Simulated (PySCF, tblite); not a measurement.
# C₃H₃FOS₂: isotopologues and vibrational averages

How do isotopes change the rotational constants and shieldings of C₃H₃FOS₂ (`C[S@](=O)C(F)=C=S`)?

Programs: PySCF 2.14.0 with density-fitted response routines of our own, and tblite 0.8.0. All values are computed, except where a source is named. Atoms count from 0 throughout.

## Step 1: The starting structure

10 atoms, charge 0, multiplicity 1; geometry from: force field or distance geometry start.

Bonds of the start (Å): C0–H7 1.15, C0–H8 1.10, C0–H9 1.17, C0–S1 1.80, C3–C5 1.30, C3–F4 1.41, C5–S6 1.63, S1–C3 1.77, S1–O2 1.47.

## Step 2: GFN2-xTB relaxation, lowest of a short conformer search

Job settings and geometry (Å):

```
{"job": {"xc": "GFN2-xTB", "basis": "xTB", "kind": "relax"}, "charge": 0, "multiplicity": 1}
C     -1.482700    -0.256800     0.868300
S     -0.507900     0.605600    -0.367900
O     -0.685100     0.044300    -1.716500
C      1.223700     0.563500    -0.020100
F      1.765300     1.076800     1.177100
C      1.986600    -0.060200    -0.863900
S      2.989100    -0.790400    -1.922800
H     -1.072600    -0.170200     1.934400
H     -1.680300    -1.320300     0.647400
H     -2.500500     0.326400     0.923600
```

On the command line:

```bash
> OMP_NUM_THREADS=1 python ens_run.py task.json out
```

This one command runs the whole study; its stages follow in the order run.

The log of the run:

```text
step      E/eV     max force
  0    -628.85886    3.824
  1    -629.35728    3.296
  2    -629.53993    1.297
  3    -629.58144    0.656
  4    -629.63674    0.638
  5    -629.65730    0.504
  6    -629.68428    0.519
  7    -629.71251    0.457
  8    -629.73641    0.543
  9    -629.75305    0.369
 10    -629.76480    0.372
 11    -629.77300    0.298
 12    -629.77918    0.239
 13    -629.78516    0.244
 14    -629.79304    0.250
 15    -629.80285    0.278
 16    -629.81269    0.283
 17    -629.82020    0.299
 18    -629.82573    0.250
 19    -629.83133    0.234
 20    -629.83624    0.229
 21    -629.83884    0.133
 22    -629.84004    0.115
 23    -629.84091    0.089
 24    -629.84188    0.106
 25    -629.84286    0.119
 26    -629.84364    0.086
 27    -629.84410    0.056
 28    -629.84442    0.047
 29    -629.84472    0.062
 30    -629.84505    0.064
 31    -629.84540    0.053
 32    -629.84576    0.050
 33    -629.84617    0.071
 34    -629.84677    0.102
 35    -629.84791    0.133
 36    -629.85002    0.141
 37    -629.85247    0.167
 38    -629.85403    0.129
 39    -629.85522    0.109
 40    -629.85628    0.103
 41    -629.85707    0.117
 42    -629.85773    0.082
 43    -629.85827    0.067
 44    -629.85882    0.067
 45    -629.85934    0.055
 46    -629.85971    0.039
 47    -629.85988    0.038
 48    -629.86002    0.037
 49    -629.86024    0.050
 50    -629.86054    0.056
 51    -629.86086    0.050
 52    -629.86110    0.041
 53    -629.86132    0.048
 54    -629.86157    0.053
 55    -629.86190    0.047
 56    -629.86222    0.040
 57    -629.86252    0.044
 58    -629.86279    0.048
 59    -629.86308    0.042
 60    -629.86335    0.072
 61    -629.86361    0.033
 62    -629.86382    0.020
 63    -629.86389    0.019
 64    -629.86391    0.017
 65    -629.86394    0.019
 66    -629.86396    0.011
 67    -629.86399    0.014
 68    -629.86400    0.010
 69    -629.86401    0.010
 70    -629.86402    0.008
 71    -629.86403    0.007
 72    -629.86404    0.004
 73    -629.86404    0.004
 74    -629.86404    0.004
 75    -629.86405    0.006
 76    -629.86406    0.010
 77    -629.86407    0.013
 78    -629.86409    0.013
 79    -629.86412    0.017
 80    -629.86416    0.023
 81    -629.86423    0.026
 82    -629.86432    0.029
 83    -629.86440    0.027
 84    -629.86444    0.015
 85    -629.86445    0.005
 86    -629.86445    0.003
```

Run time: 0.76 s. Hardware: 1 thread of Arm Neoverse N1, shared host.

The energy fell by 1.006 eV, and the atoms moved 0.37 Å (root mean square).

## Step 3: Tight optimisation and Hessian

Job settings and geometry (Å):

```
{"job": {"xc": "PBE0", "basis": "pcSseg-1", "grid": 2, "temperatures": [250, 400], "kind": "geom"}, "charge": 0, "multiplicity": 1}
C     -1.321404    -0.232143     0.824916
S     -0.582408     0.920740    -0.412476
O     -0.830261     0.327374    -1.712561
C      1.176405     0.500258     0.070917
F      1.476579     1.104251     1.240431
C      1.950353    -0.191547    -0.698521
S      2.574853    -1.082252    -1.812532
H     -0.964487     0.040923     1.811612
H     -1.044311    -1.250369     0.573928
H     -2.399788    -0.118617     0.773807
```

The log of the run:

```text
step   0  E = -29572.9109613 eV  max force = 2.66088
step   1  E = -29573.0386836 eV  max force = 0.48953
step   2  E = -29573.0395091 eV  max force = 0.35418
step   3  E = -29573.0452838 eV  max force = 0.12962
step   4  E = -29573.0455764 eV  max force = 0.31311
step   5  E = -29573.0478704 eV  max force = 0.05821
step   6  E = -29573.0480847 eV  max force = 0.03166
step   7  E = -29573.0482009 eV  max force = 0.03561
step   8  E = -29573.0482404 eV  max force = 0.00823
step   9  E = -29573.0482528 eV  max force = 0.00758
step  10  E = -29573.0482571 eV  max force = 0.00202
step  11  E = -29573.0482574 eV  max force = 0.00082
step  12  E = -29573.0482574 eV  max force = 0.00082
step  13  E = -29573.0482575 eV  max force = 0.00004
harmonic wavenumbers (cm-1): 50.9 84.0 153.2 198.8 225.1 294.7 324.3 368.0 455.8 499.9 600.6 675.5 940.3 956.5 996.0 1109.5 1214.0 1311.6 1436.1 1448.5 1875.2 3058.5 3176.1 3183.5
```

Wall time 29 min (1 thread of Arm Neoverse N1, shared host); peak memory 0.64 GiB.

## Step 4: Displacements along the modes, parent

Job settings and geometry (Å):

```
{"job": {"xc": "PBE0", "basis": "pcSseg-1", "grid": 2, "temperatures": [250, 400], "kind": "vib", "mass_numbers": [12, 32, 16, 12, 19, 12, 32, 1, 1, 1]}, "charge": 0, "multiplicity": 1}
C     -1.346824    -0.206175     0.849259
S     -0.580200     0.871942    -0.393946
O     -0.845836     0.247466    -1.734433
C      1.137454     0.484515     0.052116
F      1.523134     1.011951     1.224227
C      1.917175    -0.187055    -0.757753
S      2.739855    -0.979997    -1.811231
H     -0.969707     0.053181     1.843662
H     -1.113485    -1.242521     0.589489
H     -2.426035    -0.034690     0.798132
```

The log of the run:

```text
mode    cm-1    km/mol   phi_rrr   E(+)/cm-1  E(-)/cm-1
  1     50.88     5.04      13.4      10.47       9.60
  2     83.96     3.43       7.1      15.77      15.21
  3    153.18     1.25      22.3      28.85      27.32
  4    198.79     0.18      -8.2      46.97      47.06
  5    225.07     0.57      15.8      45.64      44.27
  6    294.69     0.34       9.2      53.54      52.82
  7    324.34     6.24     -13.2      57.96      58.89
  8    367.97    11.46      17.8      67.00      65.68
  9    455.75     7.53      14.8      82.74      81.68
 10    499.92    25.14      17.4      90.64      89.38
 11    600.55     2.30       8.5     108.44     107.83
 12    675.52    20.89     216.8     129.75     114.18
 13    940.32    12.08      -3.1     170.24     170.44
 14    956.48    16.87     -36.5     171.92     174.57
 15    996.00    14.15      59.7     181.45     177.17
 16   1109.55   102.47     375.1     213.75     186.77
 17   1214.02   255.40     255.7     228.19     209.78
 18   1311.56     9.86     118.5     240.85     232.31
 19   1436.11    15.19     -64.5     256.28     260.93
 20   1448.53    16.35     -52.5     258.94     262.77
 21   1875.24   185.45     288.6     348.56     327.79
 22   3058.47     1.29    1049.4     589.86     514.39
 23   3176.15     0.03    -267.4     565.01     584.18
 24   3183.51     0.18     833.1     605.82     546.01
```

Run time: 28 min. Hardware: 1 thread of Arm Neoverse N1, shared host; peak memory 0.79 GiB.

## Step 5: Displacements along the modes, 2H at atom 7

The job, as its differences from that of step 4:

```diff
@@ -1,2 +1,2 @@
-{"job": {"xc": "PBE0", "basis": "pcSseg-1", "grid": 2, "temperatures": [250, 400], "kind": "vib", "mass_numbers": [12, 32, 16, 12, 19, 12, 32, 1, 1, 1]}, "charge": 0, "multiplicity": 1}
+{"job": {"xc": "PBE0", "basis": "pcSseg-1", "grid": 2, "temperatures": [250, 400], "kind": "vib", "mass_numbers": [12, 32, 16, 12, 19, 12, 32, 2, 1, 1]}, "charge": 0, "multiplicity": 1}
 C     -1.346824    -0.206175     0.849259
```

The log of the run:

```text
mode    cm-1    km/mol   phi_rrr   E(+)/cm-1  E(-)/cm-1
  1     49.79     4.71     -13.0       9.34      10.18
  2     83.39     3.25       6.8      15.69      15.14
  3    146.53     1.00     -23.9      26.40      28.07
  4    182.38     0.14      -0.5      47.60      48.32
  5    217.50     0.87     -22.4      38.64      40.26
  6    289.05     0.60     -10.0      51.79      52.56
  7    323.45     6.27     -12.8      57.82      58.72
  8    362.44    11.35     -16.6      64.72      65.95
  9    455.13     7.39     -14.4      81.58      82.61
 10    499.12    25.13      18.8      90.55      89.19
 11    597.78     2.36     -11.9     107.21     108.06
 12    633.60    10.09     130.1     118.90     109.55
 13    816.27    22.56      36.5     148.70     146.06
 14    936.67    19.81      16.4     170.17     168.98
 15    995.44    13.59      60.3     181.37     177.04
 16   1105.39    93.49    -377.9     185.93     213.11
 17   1210.63   208.04     166.8     224.21     212.21
 18   1223.92    68.11       2.0     220.82     220.69
 19   1247.39     1.72      19.4     225.52     224.12
 20   1427.88    16.86     -88.7     253.99     260.44
 21   1875.23   185.53    -288.6     327.79     348.55
 22   2295.52     0.14   -1205.4     372.83     459.42
 23   3106.98     1.14   -1316.6     514.50     609.12
 24   3181.15     0.12      74.6     578.13     572.77
```

It took 27 min on 1 thread of Arm Neoverse N1, shared host; peak memory 0.74 GiB.

## Step 6: Vibrational averages by isotopologue

Job settings and geometry (Å):

```
{"job": {"xc": "PBE0", "basis": "pcSseg-1", "grid": 2, "temperatures": [250, 400], "kind": "iso"}, "charge": 0, "multiplicity": 1}
C     -1.346824    -0.206175     0.849259
S     -0.580200     0.871942    -0.393946
O     -0.845836     0.247466    -1.734433
C      1.137454     0.484515     0.052116
F      1.523134     1.011951     1.224227
C      1.917175    -0.187055    -0.757753
S      2.739855    -0.979997    -1.811231
H     -0.969707     0.053181     1.843662
H     -1.113485    -1.242521     0.589489
H     -2.426035    -0.034690     0.798132
```

The log of the run:

```text
parent
  Be/MHz 2782.082 1194.605 938.412
  B0/MHz 2760.133 1192.229 937.144
  ZPE/cm-1 12318.3
  <sigma>(0 K)/ppm 139.733 175.844 234.735 -1.614 439.694 -133.105 -488.902 28.217 28.125 27.980
2H at atom 7
  Be/MHz 2740.998 1174.563 926.583
  B0/MHz 2719.795 1171.964 925.31
  ZPE/cm-1 11631.3
  <sigma>(0 K)/ppm 140.009 176.224 235.499 -1.601 439.924 -133.120 -489.111 28.336 28.140 27.994
```

It took 85 min on 1 thread of Arm Neoverse N1, shared host; peak memory 0.79 GiB. This counts the whole study up to here.

Rotational constants (MHz) at equilibrium and in the ground state:

```csv
isotopologue,Be,B0,zero-point change (cm⁻¹)
parent,"2782.1, 1194.6, 938.4","2760.1, 1192.2, 937.1",0.0
2H at atom 7,"2741.0, 1174.6, 926.6","2719.8, 1172.0, 925.3",-687.0
```

Shieldings of the first species (ppm): at equilibrium, the vibrational parts at 0 K, and the averages:

| atom | equilibrium | anharmonic | harmonic | 0 K | 250 K | 400 K |
| --- | --- | --- | --- | --- | --- | --- |
| C0 | 144.17 | 0.37 | -4.80 | 139.73 | 138.85 | 137.90 |
| S1 | 191.44 | -5.94 | -9.65 | 175.84 | 166.92 | 158.98 |
| O2 | 258.03 | -3.28 | -20.01 | 234.74 | 224.69 | 215.25 |
| C3 | 1.74 | -0.74 | -2.61 | -1.61 | 0.31 | 1.35 |
| F4 | 449.41 | -0.80 | -8.92 | 439.69 | 437.54 | 434.66 |
| C5 | -130.31 | 0.41 | -3.20 | -133.10 | -132.04 | -131.41 |
| S6 | -462.01 | 1.01 | -27.89 | -488.90 | -484.23 | -482.90 |
| H7 | 28.87 | 0.18 | -0.83 | 28.22 | 28.19 | 28.14 |
| H8 | 28.75 | 0.15 | -0.78 | 28.12 | 28.07 | 28.00 |
| H9 | 28.58 | 0.14 | -0.73 | 27.98 | 27.98 | 27.97 |

Isotope effects on the shieldings at 0 K (ppb; positive means more shielded):

```csv
atom,2H at atom 7
C0,276
S1,380
O2,764
C3,14
F4,230
C5,-16
S6,-209
H7,118
H8,15
H9,15
```

## Step 7: Outcome

| quantity | value |
| --- | --- |
| point group | C1 |
| B0 of the first species | 2760.1, 1192.2, 937.1 MHz |
| zero-point energy | 12318 cm⁻¹ |
| zero-point change of σ(S6) | -26.89 ppm |

Zero-point motion changes the shielding of S6 most, by -26.89 ppm. The largest secondary isotope effect is 764 ppb on O2, 3 bonds from the change (2H at atom 7). The job flags a low mode; perturbation theory is less sure for low modes. Internal rotors are held in one well.
